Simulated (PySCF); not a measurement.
# C2H8O2SeSi: the cost of one run

Computed with PySCF 2.14.0 and routines of our own; the level stands in each step. Atoms count from 0.

### 1 The starting structure

14 atoms, charge 0, multiplicity 1; geometry from: GFN2-xTB.

### 2 Relaxing the molecule at PBE0-D3(BJ)/def2-SVP

Job settings and geometry (Å):

```
{"job": {"xc": "PBE0", "basis": "def2-SVP", "d3": "d3bj", "grid": 1, "maxiter": 30, "shake": 0.01, "kind": "geom"}, "charge": 0, "multiplicity": 1}
C     -2.856440     0.136920     0.010610
Se    -1.211560     0.590930     0.918810
C     -0.021730    -0.382850    -0.284050
Si     1.834800    -0.199000     0.296580
O      2.254770     1.349500     0.392380
O      2.680050    -0.870690    -0.880100
H     -3.004130    -0.918950     0.010610
H     -2.817320     0.541690    -1.019580
H     -3.690020     0.649580     0.564930
H     -0.148380     0.020090    -1.267670
H     -0.328290    -1.424050    -0.259120
H      2.014950    -0.869830     1.589490
H      1.703900     1.987400     0.890550
H      3.582250    -0.625820    -0.971200
```

The run is started by

```sh
$ OMP_NUM_THREADS=1 python heavy_run.py task.json out
```

The driver reads the jobs from task.json and runs them one after another.

Q: Estimate the wall time and peak memory of this first job on 1 thread of Arm Neoverse V1, shared host.

About 5.2 min, with a peak of 0.62 GiB.
